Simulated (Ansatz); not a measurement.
What does this script print? It uses Ansatz 0.2.0 through its Python package.

`random_alloy.py`:
```python
from collections import Counter

import ansatz as az
import numpy as np
import pandas as pd


def fcc(A, a):
    return (
        az.Lattice.fcc(a)
        .space_group(225)
        .atom(A, [0, 0, 0])
        .primitive()
    )

A_FIRST, A_LAST = 4.95, 4.42


def run_phase(name, crystal):
    calc = crystal.calculation()
    calc = calc.mixing("anderson", preconditioner="local_kerker")
    calc = calc.basis(24 * az.Ha)
    calc = calc.functional("PBEsol", dispersion="d3bj")
    calc = calc.kpoints(spacing=0.3)
    calc = calc.occupations("fermi_dirac", width=0.1).band_table()
    calc = calc.relax(force_tolerance=0.03, max_steps=40, cell=True)
    return calc.run(threads=1, backend="cpu")

def relaxed_twice(name, crystal):
    # the second pass draws mesh and plane waves anew for the relaxed cell
    first = run_phase(name, crystal)
    again = az.Crystal(lattice=az.Lattice.of(first.lattice.cell_ang))
    for site in first.report["lattice"]["sites"]:
        again = again.atom(site["symbol"], site["position_frac"])
    return run_phase(name, again)


def volume_per_atom(outcome):
    return abs(np.linalg.det(outcome.lattice.cell_ang)) / len(outcome.lattice.sites)


def counts(outcome):
    return Counter(site.symbol for site in outcome.lattice.sites)

phases = {"Pb": fcc("Pb", A_FIRST), "Cd": fcc("Cd", A_LAST)}
for k in [3]:
    a = A_FIRST + (A_LAST - A_FIRST) * k / 8
    supercell = fcc("Pb", a).supercell(2).resolved()
    for seed in [39]:
        drawn = supercell.site_disorder().occupy("Pb", Pb=8 - k, Cd=k).random(seed=seed)
        phases[f"Pb{8 - k}Cd{k} seed {seed}"] = drawn.crystal

done = {}
for name, crystal in phases.items():
    done[name] = relaxed_twice(name, crystal)
    print(f"{name}: {done[name].report['energy_sigma0_ev']:.4f} eV, {len(done[name].lattice.sites)} atoms")

# mixing quantities against the straight line between the end members, both on this lattice
x = {name: counts(o)["Cd"] / (counts(o)["Pb"] + counts(o)["Cd"]) for name, o in done.items()}
first, last = min(x, key=x.get), max(x, key=x.get)
energy = {name: o.report["energy_sigma0_ev"] / len(o.lattice.sites) for name, o in done.items()}
volume = {name: volume_per_atom(o) for name, o in done.items()}
rows = []
for name in sorted(done, key=x.get):
    line = lambda table: (1 - x[name]) * table[first] + x[name] * table[last]
    rows.append((name, x[name], 1000 * (energy[name] - line(energy)), volume[name], 100 * (volume[name] / line(volume) - 1)))
print(pd.DataFrame(rows, columns=["cell", "x(Cd)", "E_mix (meV/atom)", "V (A^3/atom)", "excess V (%)"]).round(4).to_string(index=False))
```

Output of `python random_alloy.py`:
```text
Pb: -11755.4149 eV, 1 atoms
Cd: -8184.4812 eV, 1 atoms
Pb5Cd3 seed 39: -83329.8283 eV, 8 atoms
          cell  x(Cd)  E_mix (meV/atom)  V (A^3/atom)  excess V (%)
            Pb  0.000             0.000       28.6249        0.0000
Pb5Cd3 seed 39  0.375            86.209       25.8278        1.9149
            Cd  1.000             0.000       19.8718        0.0000
```

The settings weren't tested for convergence. Dispersion corrections can be off by several per cent in the lattices of metals, and by several GPa in the pressure at a fixed cell. For the metals among these phases the mesh is modest: differences between phases can be off by up to 40 meV an atom. Spin-orbit coupling, which matters for elements this heavy, is left out. Cells of eight mixed sites are far from the random limit, and both end members stand on the same lattice, which need not be their own. Differences under about 40 meV an atom lie within the error of mesh and functional. The cells are prototypes set up for this calculation and needn't exist. Run time: 3.5 min on 1 thread of Arm Neoverse V2, on a shared host, peak memory 0.9 GiB.
